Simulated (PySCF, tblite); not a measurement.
**C₄H₆ClFSi+ (doublet): geometry, infrared bands and EPR parameters**

Wanted: the infrared bands and EPR parameters of C₄H₆ClFSi+ (doublet) (`F[C+]1C[SiH2]C[C]1Cl`), by calculation.

Computed with tblite 0.8.0 and PySCF 2.14.0, with density-fitted response routines of our own, on a single molecule in the gas phase. Atoms are numbered from 0 throughout.

## 1. The starting structure

13 atoms, charge 1, multiplicity 2; geometry from: force field or distance geometry start.

Bonds of the start (Å): F0–C1 1.38, C1–C2 1.51, C2–Si3 1.88, Si3–C4 1.86, C4–C5 1.49, C5–Cl6 1.78, C5–C1 1.47, C2–H7 1.10, C2–H8 1.09, Si3–H9 1.46, Si3–H10 1.48, C4–H11 1.09, C4–H12 1.12.

## 2. Relaxing the molecule with GFN2-xTB

Job settings and geometry (Å):

```
{"job": {"kind": "relax", "xc": "GFN2-xTB", "basis": "xTB"}, "charge": 1, "multiplicity": 2}
F      1.858000     1.574700     0.980600
C      1.045000     0.803700     0.169100
C      1.308000    -0.681300     0.045000
Si    -0.479900    -1.250300     0.116800
C     -1.290800     0.372600    -0.295200
C     -0.113100     1.215200    -0.638400
Cl    -0.521900     2.896100    -0.234100
H      1.728000    -0.917300    -0.941300
H      1.902000    -1.023000     0.895200
H     -0.775100    -2.288200    -0.873400
H     -0.847700    -1.667800     1.489200
H     -1.928300     0.758100     0.500800
H     -1.888600     0.207900    -1.232000
```

Launch:

```bash
> OMP_NUM_THREADS=1 python probes_run.py task.json out
```

The driver reads the jobs from task.json and runs them one after another.

**Question.** This job is followed by: GFN2-xTB harmonic vibrations, gas phase; UKS B3LYP, pcH-1 on C Cl F H Si, non-relativistic, mean-field spin-orbit, GIAO. What will the session give for the following? strongest single infrared mode (GFN2-xTB); zero-point energy (GFN2-xTB); g(iso) (B3LYP); ⟨S²⟩; largest a(iso) (averaged by class).

The runs gave:

```
                                 quantity                  value
strongest single infrared mode (GFN2-xTB)  2349 cm⁻¹, 159 km/mol
             zero-point energy (GFN2-xTB)          52.2 kcal/mol
                           g(iso) (B3LYP)                2.00878
                                     ⟨S²⟩     0.752 (exact 0.75)
       largest a(iso) (averaged by class)    19F on F0, 75.5 MHz
```

What this shows: Relaxing lowered the energy by 1.914 eV in 78 steps; the close pair that moved most is C5–Cl6, from 1.777 to 1.684 Å. All 33 modes are real, so the xTB geometry is a minimum. The strongest single mode, at 2349 cm⁻¹, moves mainly H9. GFN2-xTB is a fitted tight-binding method: band positions and strengths are rough. Its intensities can rank the bands wrongly. The largest spin populations lie on C5 (0.32 e), C1 (0.31 e). The isotropic g lies 6.5 ppt above the free-electron value. These values are for one conformer; the search (at its own cheap level) found 2 more, at 0.00, 1.88 kcal/mol (those within 0.05 may be mirror or relabelled copies), and measured spectra average over such forms.
